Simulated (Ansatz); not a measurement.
# CH₆NSn+ (SMILES C[NH][SnH2+]): a rigid scan of the bond length N2–H7, part 2 of 3

Ansatz 0.2.0, Gaussian basis. Earlier steps stand in the parts before.

**5. N2–H7 = 1.038 Å**

Contents of pbe-tzvpp/in.yaml:

```yaml
crystal:
  periodic: [false, false, false]
  atoms:
    - {symbol: C, position_ang: [-0.443118, 1.035790, -0.702174]}
    - {symbol: N, position_ang: [0.225033, -0.238952, -0.477923]}
    - {symbol: Sn, position_ang: [0.435716, -1.188490, 1.185082]}
    - {symbol: H, position_ang: [-1.270699, 0.910721, -1.403871]}
    - {symbol: H, position_ang: [0.259659, 1.763960, -1.112988]}
    - {symbol: H, position_ang: [-0.840924, 1.430627, 0.232914]}
    - {symbol: H, position_ang: [0.625514, -0.662246, -1.336924]}
    - {symbol: H, position_ang: [1.265379, -2.642550, 1.083613]}
    - {symbol: H, position_ang: [-0.246567, -0.419434, 2.510828]}
basis:
  gaussian: {orbitals: def2-TZVPP}
total_charge: 1
hamiltonian: {xc: pbe, dispersion: d4}
output: {forces: true}
```

r2scan-tzvpp/in.yaml, as changes to pbe-tzvpp/in.yaml:

```diff
-hamiltonian: {xc: pbe, dispersion: d4}
+hamiltonian: {xc: r2scan, dispersion: d4}
```

pbe0-tzvpp/in.yaml:

```diff
-hamiltonian: {xc: pbe, dispersion: d4}
-output: {forces: true}
+hamiltonian: {xc: pbe0, dispersion: d4}
+output: {forces: true, orbitals: {seedname: orbitals}}
```

b3lyp-tzvpp/in.yaml:

```diff
-hamiltonian: {xc: pbe, dispersion: d4}
+hamiltonian: {xc: {name: B3LYP}, dispersion: d4}
```

wb97mv-tzvpp/in.yaml:

```diff
-hamiltonian: {xc: pbe, dispersion: d4}
-output: {forces: true}
+hamiltonian: {xc: {name: wB97M-V}}
```

ccsdt-tzvpp/in.yaml:

```diff
-hamiltonian: {xc: pbe, dispersion: d4}
-output: {forces: true}
+correlation: {method: ccsd_t}
```

The same command starts each run, in its folder.

Launch:

```console
ansatz run in.yaml --threads 2 --pin off --events-out ev --progress --plain --max-ram 4352MiB
```

pbe-tzvpp printed (excerpt; [...] marks lines left out):

```text
Functional definition: PBE
  name "PBE"
  cite "Perdew, Burke & Ernzerhof, Phys. Rev. Lett. 77, 3865 (1996) doi:10.1103/PhysRevLett.77.3865"
  parent pbe
[...]
1077 factors; their error is unknown
[...]
mean field -8445.87886913 eV, -310.3803236183 hartree, gradient 1.2e-5 eV, S^2 0.000000; 0 other end points of the search recorded, 0 dependent functions left out
[...]
Atom 5 at    -0.840924     1.430627     0.232914 Å, force    -0.082465     0.083302     0.187748 eV/Å
Atom 6 at     0.625514    -0.662246    -1.336924 Å, force    -0.260958     0.270292     0.574096 eV/Å
Atom 7 at     1.265379    -2.642550     1.083613 Å, force     0.100803    -0.167926    -0.036531 eV/Å
Atom 8 at    -0.246567    -0.419434     2.510828 Å, force    -0.089521     0.113246     0.137719 eV/Å
Dipole moment:     0.006804     0.032421    -0.130436 e Å
```

r2scan-tzvpp printed (excerpt; [...] marks lines left out):

```text
[... 5 set-up lines as earlier in the session ...]
[...]
1077 factors; their error is unknown
[...]
Atom 5 at    -0.840924     1.430627     0.232914 Å, force     0.016459    -0.026352    -0.011166 eV/Å
Atom 6 at     0.625514    -0.662246    -1.336924 Å, force    -0.387674     0.410979     0.826022 eV/Å
Atom 7 at     1.265379    -2.642550     1.083613 Å, force    -0.001873     0.011710    -0.023015 eV/Å
Atom 8 at    -0.246567    -0.419434     2.510828 Å, force    -0.004289     0.015550    -0.023188 eV/Å
Dipole moment:     0.013104     0.012473    -0.105254 e Å
```

pbe0-tzvpp printed (excerpt; [...] marks lines left out):

```text
[... 5 set-up lines as earlier in the session ...]
[...]
1150 factors; their error is unknown
[...]
mean field -8446.36402681 eV, -310.3981528340 hartree, gradient 6.0e-5 eV, S^2 0.000000; 0 other end points of the search recorded, 0 dependent functions left out
[...]
Atom 5 at    -0.840924     1.430627     0.232914 Å, force     0.008243    -0.011012    -0.012656 eV/Å
Atom 6 at     0.625514    -0.662246    -1.336924 Å, force    -0.423796     0.446735     0.910718 eV/Å
Atom 7 at     1.265379    -2.642550     1.083613 Å, force     0.001111    -0.001474    -0.000336 eV/Å
Atom 8 at    -0.246567    -0.419434     2.510828 Å, force    -0.001625     0.001749     0.003036 eV/Å
Dipole moment:     0.023696    -0.021109    -0.062812 e Å
```

Output in b3lyp-tzvpp (excerpt; [...] marks lines left out):

```text
[... 6 set-up lines as earlier in the session ...]
[...]
1121 factors; their error is unknown
[...]
Atom 5 at    -0.840924     1.430627     0.232914 Å, force     0.022220    -0.023902    -0.048529 eV/Å
Atom 6 at     0.625514    -0.662246    -1.336924 Å, force    -0.400566     0.423423     0.857339 eV/Å
Atom 7 at     1.265379    -2.642550     1.083613 Å, force     0.031067    -0.051853    -0.010145 eV/Å
Atom 8 at    -0.246567    -0.419434     2.510828 Å, force    -0.027024     0.033662     0.042853 eV/Å
Dipole moment:     0.019237    -0.006666    -0.081578 e Å
```

Output in wb97mv-tzvpp (excerpt; [...] marks lines left out):

```text
[... 5 set-up lines as earlier in the session ...]
  # Of w^i u^j: cxij and so on, Table III.
[...]
  gx(w, u) = 1 - cx + cx01*u + cx10*w
[...]
      + integral(e_c_pw_mod_opposite_spin*gos(b97_w_opposite, b97_u_opposite)) + vv10(b, c)
1121 factors; their error is unknown
279 factors; integrals over basis functions are off by at most 9.4e-6 eV
[...]
mean field -8446.51809846 eV, -310.4038148627 hartree, gradient 2.0e-5 eV, S^2 0.000000; 0 other end points of the search recorded, 0 dependent functions left out
reference -8446.51815348 eV, -310.4038168849 hartree; 20, 20 occupied and 176, 176 virtual orbitals, 1121 factors
Total energy: -8446.51815348 eV, -310.4038168849 hartree
```

Output in ccsdt-tzvpp (excerpt; [...] marks lines left out):

```text
[... 4 set-up lines as earlier in the session ...]
[...]
1312 factors; integrals over basis functions are off by at most 9.9e-4 eV
[...]
mean field -8406.18941236 eV, -308.9217629843 hartree, gradient 9.3e-6 eV, S^2 0.000000; 0 other end points of the search recorded, 0 dependent functions left out
6 core orbitals not correlated: weight in the atoms' cores, before any rotation towards them, 1.000 or more for the frozen orbitals, at most 0.000 for the correlated occupied ones
reference -8406.18941236 eV, -308.9217629843 hartree; 14, 14 occupied and 176, 176 virtual orbitals, 1312 factors
second order -19.11126751 eV of doubles, -0.00000000 eV of singles
cycle   1  -19.06548972 eV  change    4.6e-2 eV  update   1.2e-1
[...]
cycle  10  -19.71055251 eV  change    5.1e-6 eV  update   2.1e-5
perturbative correction -0.70728174 eV, -0.0259921244 hartree
Total energy: -8426.60724660 eV, -309.6721045531 hartree
```

They took 2.5 s (pbe-tzvpp), 4.5 s (r2scan-tzvpp), 3.9 s (pbe0-tzvpp), 4 s (b3lyp-tzvpp), 7 s (wb97mv-tzvpp), 76 s (ccsdt-tzvpp) on 2 threads of AMD EPYC 7R43, shared host; peak memory 2.6 GiB.

**6. N2–H7 = 1.104 Å**

Edit pbe-tzvpp/in.yaml of step 5 so:

```diff
@@ -9,3 +9,3 @@
     - {symbol: H, position_ang: [-0.840924, 1.430627, 0.232914]}
-    - {symbol: H, position_ang: [0.625514, -0.662246, -1.336924]}
+    - {symbol: H, position_ang: [0.650978, -0.689160, -1.391542]}
     - {symbol: H, position_ang: [1.265379, -2.642550, 1.083613]}
```

r2scan-tzvpp/in.yaml, as changes to pbe-tzvpp/in.yaml:

```diff
-hamiltonian: {xc: pbe, dispersion: d4}
+hamiltonian: {xc: r2scan, dispersion: d4}
```

pbe0-tzvpp/in.yaml:

```diff
-hamiltonian: {xc: pbe, dispersion: d4}
-output: {forces: true}
+hamiltonian: {xc: pbe0, dispersion: d4}
+output: {forces: true, orbitals: {seedname: orbitals}}
```

b3lyp-tzvpp/in.yaml:

```diff
-hamiltonian: {xc: pbe, dispersion: d4}
+hamiltonian: {xc: {name: B3LYP}, dispersion: d4}
```

wb97mv-tzvpp/in.yaml:

```diff
-hamiltonian: {xc: pbe, dispersion: d4}
-output: {forces: true}
+hamiltonian: {xc: {name: wB97M-V}}
```

ccsdt-tzvpp/in.yaml:

```diff
-hamiltonian: {xc: pbe, dispersion: d4}
-output: {forces: true}
+correlation: {method: ccsd_t}
```

Each run has its own folder and the same command.

Launch:

```console
ansatz run in.yaml --threads 2 --pin off --events-out ev --progress --plain --max-ram 4352MiB
```

pbe-tzvpp printed (excerpt; [...] marks lines left out):

```text
[... 4 set-up lines as earlier in the session ...]
[...]
1077 factors; their error is unknown
[...]
mean field -8445.76326182 eV, -310.3760751281 hartree, gradient 1.4e-5 eV, S^2 0.000000; 0 other end points of the search recorded, 0 dependent functions left out
[...]
Atom 5 at    -0.840924     1.430627     0.232914 Å, force    -0.079664     0.072374     0.205078 eV/Å
Atom 6 at     0.650978    -0.689160    -1.391542 Å, force    -1.032357     1.090148     2.215429 eV/Å
Atom 7 at     1.265379    -2.642550     1.083613 Å, force     0.100351    -0.166757    -0.037555 eV/Å
Atom 8 at    -0.246567    -0.419434     2.510828 Å, force    -0.091790     0.116556     0.139962 eV/Å
Dipole moment:     0.009950     0.032361    -0.146680 e Å
```

Output in r2scan-tzvpp (excerpt; [...] marks lines left out):

```text
[... 5 set-up lines as earlier in the session ...]
[...]
1077 factors; their error is unknown
[...]
Atom 5 at    -0.840924     1.430627     0.232914 Å, force     0.019344    -0.037700     0.006957 eV/Å
Atom 6 at     0.650978    -0.689160    -1.391542 Å, force    -1.155240     1.226211     2.460804 eV/Å
Atom 7 at     1.265379    -2.642550     1.083613 Å, force    -0.002288     0.012809    -0.024025 eV/Å
Atom 8 at    -0.246567    -0.419434     2.510828 Å, force    -0.006676     0.018976    -0.020667 eV/Å
Dipole moment:     0.016273     0.012389    -0.121542 e Å
```

Output in pbe0-tzvpp (excerpt; [...] marks lines left out):

```text
[... 5 set-up lines as earlier in the session ...]
[...]
1150 factors; their error is unknown
[...]
mean field -8446.22027798 eV, -310.3928701621 hartree, gradient 2.8e-5 eV, S^2 0.000000; 0 other end points of the search recorded, 0 dependent functions left out
[...]
Atom 5 at    -0.840924     1.430627     0.232914 Å, force     0.010820    -0.021399     0.004259 eV/Å
Atom 6 at     0.650978    -0.689160    -1.391542 Å, force    -1.204282     1.276119     2.571761 eV/Å
Atom 7 at     1.265379    -2.642550     1.083613 Å, force     0.000735    -0.000477    -0.001254 eV/Å
Atom 8 at    -0.246567    -0.419434     2.510828 Å, force    -0.003787     0.004825     0.005395 eV/Å
Dipole moment:     0.027337    -0.021813    -0.079760 e Å
```

Log of b3lyp-tzvpp (excerpt; [...] marks lines left out):

```text
[... 6 set-up lines as earlier in the session ...]
[...]
1121 factors; their error is unknown
[...]
Atom 5 at    -0.840924     1.430627     0.232914 Å, force     0.024806    -0.034306    -0.031608 eV/Å
Atom 6 at     0.650978    -0.689160    -1.391542 Å, force    -1.165860     1.236970     2.485157 eV/Å
Atom 7 at     1.265379    -2.642550     1.083613 Å, force     0.030676    -0.050774    -0.011222 eV/Å
Atom 8 at    -0.246567    -0.419434     2.510828 Å, force    -0.029234     0.036754     0.045423 eV/Å
Dipole moment:     0.022629    -0.007205    -0.097706 e Å
```

Log of wb97mv-tzvpp (excerpt; [...] marks lines left out):

```text
[... 5 set-up lines as earlier in the session ...]
  # Of w^i u^j: cxij and so on, Table III.
[...]
  gx(w, u) = 1 - cx + cx01*u + cx10*w
[...]
      + integral(e_c_pw_mod_opposite_spin*gos(b97_w_opposite, b97_u_opposite)) + vv10(b, c)
1121 factors; their error is unknown
279 factors; integrals over basis functions are off by at most 9.5e-6 eV
[...]
mean field -8446.37319031 eV, -310.3984895865 hartree, gradient 2.0e-5 eV, S^2 0.000000; 0 other end points of the search recorded, 0 dependent functions left out
reference -8446.37324549 eV, -310.3984916145 hartree; 20, 20 occupied and 176, 176 virtual orbitals, 1121 factors
Total energy: -8446.37324549 eV, -310.3984916145 hartree
```

Output in ccsdt-tzvpp (excerpt; [...] marks lines left out):

```text
[... 4 set-up lines as earlier in the session ...]
[...]
1312 factors; integrals over basis functions are off by at most 9.9e-4 eV
[...]
mean field -8405.99681852 eV, -308.9146852912 hartree, gradient 1.0e-5 eV, S^2 0.000000; 0 other end points of the search recorded, 0 dependent functions left out
6 core orbitals not correlated: weight in the atoms' cores, before any rotation towards them, 1.000 or more for the frozen orbitals, at most 0.000 for the correlated occupied ones
reference -8405.99681852 eV, -308.9146852912 hartree; 14, 14 occupied and 176, 176 virtual orbitals, 1312 factors
second order -19.16611340 eV of doubles, -0.00000000 eV of singles
cycle   1  -19.09750948 eV  change    6.9e-2 eV  update   1.2e-1
[...]
cycle  10  -19.75649662 eV  change    6.7e-6 eV  update   2.2e-5
perturbative correction -0.71653634 eV, -0.0263322248 hartree
Total energy: -8426.46985148 eV, -309.6670553755 hartree
```

They took 2.5 s (pbe-tzvpp), 4.4 s (r2scan-tzvpp), 4 s (pbe0-tzvpp), 3.8 s (b3lyp-tzvpp), 7 s (wb97mv-tzvpp), 74 s (ccsdt-tzvpp) on 2 threads of AMD EPYC 7R43, shared host; peak memory 2.6 GiB.

**7. N2–H7 = 1.176 Å**

Edit pbe-tzvpp/in.yaml of step 6 so:

```diff
@@ -9,3 +9,3 @@
     - {symbol: H, position_ang: [-0.840924, 1.430627, 0.232914]}
-    - {symbol: H, position_ang: [0.650978, -0.689160, -1.391542]}
+    - {symbol: H, position_ang: [0.678757, -0.718522, -1.451126]}
     - {symbol: H, position_ang: [1.265379, -2.642550, 1.083613]}
```

r2scan-tzvpp/in.yaml differs from pbe-tzvpp/in.yaml so:

```diff
-hamiltonian: {xc: pbe, dispersion: d4}
+hamiltonian: {xc: r2scan, dispersion: d4}
```

pbe0-tzvpp/in.yaml:

```diff
-hamiltonian: {xc: pbe, dispersion: d4}
-output: {forces: true}
+hamiltonian: {xc: pbe0, dispersion: d4}
+output: {forces: true, orbitals: {seedname: orbitals}}
```

b3lyp-tzvpp/in.yaml:

```diff
-hamiltonian: {xc: pbe, dispersion: d4}
+hamiltonian: {xc: {name: B3LYP}, dispersion: d4}
```

wb97mv-tzvpp/in.yaml:

```diff
-hamiltonian: {xc: pbe, dispersion: d4}
-output: {forces: true}
+hamiltonian: {xc: {name: wB97M-V}}
```

ccsdt-tzvpp/in.yaml:

```diff
-hamiltonian: {xc: pbe, dispersion: d4}
-output: {forces: true}
+correlation: {method: ccsd_t}
```

Each run has its own folder and the same command.

Launch:

```console
ansatz run in.yaml --threads 2 --pin off --events-out ev --progress --plain --max-ram 4352MiB
```

Log of pbe-tzvpp (excerpt; [...] marks lines left out):

```text
[... 4 set-up lines as earlier in the session ...]
[...]
1077 factors; their error is unknown
[...]
mean field -8445.51825525 eV, -310.3670713025 hartree, gradient 1.4e-5 eV, S^2 0.000000; 0 other end points of the search recorded, 0 dependent functions left out
[...]
Atom 5 at    -0.840924     1.430627     0.232914 Å, force    -0.076732     0.060104     0.225678 eV/Å
Atom 6 at     0.678757    -0.718522    -1.451126 Å, force    -1.551193     1.642355     3.317085 eV/Å
Atom 7 at     1.265379    -2.642550     1.083613 Å, force     0.099745    -0.165373    -0.038397 eV/Å
Atom 8 at    -0.246567    -0.419434     2.510828 Å, force    -0.094420     0.120492     0.142281 eV/Å
Dipole moment:     0.013035     0.032592    -0.163450 e Å
```

r2scan-tzvpp printed (excerpt; [...] marks lines left out):

```text
[... 5 set-up lines as earlier in the session ...]
[...]
1077 factors; their error is unknown
[...]
Atom 5 at    -0.840924     1.430627     0.232914 Å, force     0.022360    -0.050411     0.028404 eV/Å
Atom 6 at     0.678757    -0.718522    -1.451126 Å, force    -1.670504     1.774106     3.556373 eV/Å
Atom 7 at     1.265379    -2.642550     1.083613 Å, force    -0.002854     0.014104    -0.024817 eV/Å
Atom 8 at    -0.246567    -0.419434     2.510828 Å, force    -0.009435     0.023036    -0.018038 eV/Å
Dipole moment:     0.019419     0.012541    -0.138399 e Å
```

pbe0-tzvpp printed (excerpt; [...] marks lines left out):

```text
[... 5 set-up lines as earlier in the session ...]
[...]
1150 factors; their error is unknown
[...]
mean field -8445.94296547 eV, -310.3826791152 hartree, gradient 3.0e-5 eV, S^2 0.000000; 0 other end points of the search recorded, 0 dependent functions left out
[...]
Atom 5 at    -0.840924     1.430627     0.232914 Å, force     0.013519    -0.033016     0.024161 eV/Å
Atom 6 at     0.678757    -0.718522    -1.451126 Å, force    -1.731386     1.837039     3.691234 eV/Å
Atom 7 at     1.265379    -2.642550     1.083613 Å, force     0.000231     0.000683    -0.001980 eV/Å
Atom 8 at    -0.246567    -0.419434     2.510828 Å, force    -0.006278     0.008445     0.007903 eV/Å
Dipole moment:     0.031131    -0.022489    -0.097597 e Å
```

Output in b3lyp-tzvpp (excerpt; [...] marks lines left out):

```text
[... 6 set-up lines as earlier in the session ...]
[...]
1121 factors; their error is unknown
[...]
Atom 5 at    -0.840924     1.430627     0.232914 Å, force     0.027532    -0.046005    -0.011603 eV/Å
Atom 6 at     0.678757    -0.718522    -1.451126 Å, force    -1.679837     1.784195     3.575948 eV/Å
Atom 7 at     1.265379    -2.642550     1.083613 Å, force     0.030142    -0.049505    -0.012108 eV/Å
Atom 8 at    -0.246567    -0.419434     2.510828 Å, force    -0.031798     0.040440     0.048113 eV/Å
Dipole moment:     0.026045    -0.007599    -0.114388 e Å
```

Log of wb97mv-tzvpp (excerpt; [...] marks lines left out):

```text
[... 5 set-up lines as earlier in the session ...]
  # Of w^i u^j: cxij and so on, Table III.
[...]
  gx(w, u) = 1 - cx + cx01*u + cx10*w
[...]
      + integral(e_c_pw_mod_opposite_spin*gos(b97_w_opposite, b97_u_opposite)) + vv10(b, c)
1121 factors; their error is unknown
279 factors; integrals over basis functions are off by at most 9.6e-6 eV
[...]
mean field -8446.09505721 eV, -310.3882683835 hartree, gradient 4.5e-5 eV, S^2 0.000000; 0 other end points of the search recorded, 0 dependent functions left out
reference -8446.09511256 eV, -310.3882704177 hartree; 20, 20 occupied and 176, 176 virtual orbitals, 1121 factors
Total energy: -8446.09511256 eV, -310.3882704177 hartree
```

ccsdt-tzvpp printed (excerpt; [...] marks lines left out):

```text
[... 4 set-up lines as earlier in the session ...]
[...]
1310 factors; integrals over basis functions are off by at most 9.9e-4 eV
[...]
mean field -8405.66365568 eV, -308.9024417827 hartree, gradient 1.4e-6 eV, S^2 0.000000; 0 other end points of the search recorded, 0 dependent functions left out
6 core orbitals not correlated: weight in the atoms' cores, before any rotation towards them, 1.000 or more for the frozen orbitals, at most 0.000 for the correlated occupied ones
reference -8405.66365568 eV, -308.9024417827 hartree; 14, 14 occupied and 176, 176 virtual orbitals, 1310 factors
second order -19.22848110 eV of doubles, -0.00000000 eV of singles
cycle   1  -19.13414659 eV  change    9.4e-2 eV  update   1.2e-1
[...]
cycle  10  -19.81024597 eV  change    9.4e-6 eV  update   2.2e-5
perturbative correction -0.72733016 eV, -0.0267288904 hartree
Total energy: -8426.20123181 eV, -309.6571837846 hartree
```

Times: 2.1 s (pbe-tzvpp), 3.6 s (r2scan-tzvpp), 3.4 s (pbe0-tzvpp), 3.4 s (b3lyp-tzvpp), 7 s (wb97mv-tzvpp), 70 s (ccsdt-tzvpp) on 2 threads of AMD EPYC 7R43, shared host; peak memory 2.6 GiB.

[end of part 2 of 3]
